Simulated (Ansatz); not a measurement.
# B(CH2SiH3)3 (C₃H₁₅BSi₃): trial inputs and their diagnosis

Aim: try 1 input for B(CH2SiH3)3 (C₃H₁₅BSi₃) as typed, read how each ends, and find what has to change.

The runs use Ansatz 0.2.0, Gaussian basis; the settings change from run to run.

2 further runs of the same task are left out: 2 set aside as unsound or not needed.

**1. The relaxed structure**

An earlier PBE-D4/def2-SVP relaxation fixed the geometry.

22 atoms, charge 0, spin multiplicity 1.

Atoms are counted from 1 here; the program's logs count them from 0.

Bond lengths: B1–C2 1.575 Å, B1–C9 1.573 Å, B1–C16 1.573 Å, C2–Si3 1.902 Å, C2–H4 1.113 Å, C2–H5 1.110 Å, Si3–H6 1.505 Å, Si3–H7 1.506 Å, Si3–H8 1.506 Å, C9–Si10 1.902 Å, C9–H11 1.111 Å, C9–H12 1.111 Å, Si10–H13 1.506 Å, Si10–H14 1.506 Å, Si10–H15 1.506 Å, C16–Si17 1.903 Å, C16–H18 1.111 Å, C16–H19 1.111 Å and more. Angles: C2–B1–C9 119.7°, C2–B1–C16 121.1°, C9–B1–C16 119.2°, B1–C2–Si3 111.4°, B1–C2–H4 110.9°, B1–C2–H5 114.0°, Si3–C2–H4 103.6°, Si3–C2–H5 107.9°, H4–C2–H5 108.4°, C2–Si3–H6 111.7°, C2–Si3–H7 110.1°, C2–Si3–H8 110.4°, H6–Si3–H7 108.0°, H6–Si3–H8 108.1°, H7–Si3–H8 108.3°, B1–C9–Si10 108.3°, B1–C9–H11 114.2°, B1–C9–H12 113.1° and more.

**2. Try 1**

in.yaml reads:

```yaml
crystal:
  periodic: [true, true, true]
  atoms:
    - {symbol: B, position_ang: [0.042993, 0.031129, 0.222662]}
    - {symbol: C, position_ang: [1.706791, 0.053866, 0.262723]}
    - {symbol: Si, position_ang: [2.271983, 0.341670, -1.407038]}
    - {symbol: H, position_ang: [2.032805, 0.981440, 1.054036]}
    - {symbol: H, position_ang: [2.353214, -1.089382, 0.728576]}
    - {symbol: H, position_ang: [1.754512, -0.532233, -2.605064]}
    - {symbol: H, position_ang: [2.084397, 1.839796, -1.892348]}
    - {symbol: H, position_ang: [3.742222, 0.143585, -1.268233]}
    - {symbol: C, position_ang: [-0.806529, 1.312719, 0.506700]}
    - {symbol: Si, position_ang: [-1.274302, 1.776455, 1.821542]}
    - {symbol: H, position_ang: [-0.465547, 2.202937, -0.208000]}
    - {symbol: H, position_ang: [-1.790080, 1.089507, -0.277269]}
    - {symbol: H, position_ang: [-2.065521, 0.736445, 2.848168]}
    - {symbol: H, position_ang: [-0.011400, 2.022424, 2.469978]}
    - {symbol: H, position_ang: [-2.111020, 3.106292, 1.965990]}
    - {symbol: C, position_ang: [-1.029532, -1.438583, 0.332757]}
    - {symbol: Si, position_ang: [-0.963660, -2.407929, -0.817015]}
    - {symbol: H, position_ang: [-0.278983, -2.304713, 0.982835]}
    - {symbol: H, position_ang: [-1.876725, -1.373307, 0.782509]}
    - {symbol: H, position_ang: [-1.400457, -1.296404, -2.420965]}
    - {symbol: H, position_ang: [0.377186, -2.698577, -1.636375]}
    - {symbol: H, position_ang: [-1.728050, -3.232890, -0.991308]}
basis:
  gaussian: {orbitals: 6-31G}
hamiltonian: {xc: {name: SPW92}}
output: {forces: true}
```

On the command line:

```sh
ansatz run in.yaml --threads 2 --pin off --events-out ev --progress --plain --max-ram 32768MiB --backend cuda --devices 0, --max-vram 18GiB
```

Before running them: what should the planned runs give, taken together?

**Answer**, as computed:

```csv
try,level,ended,cause,time
1,SPW92/6-31G,refused,the molecule is marked periodic without a cell,0.05 s
```

**Reading.** 1 refused. A refusal costs next to no computing time.
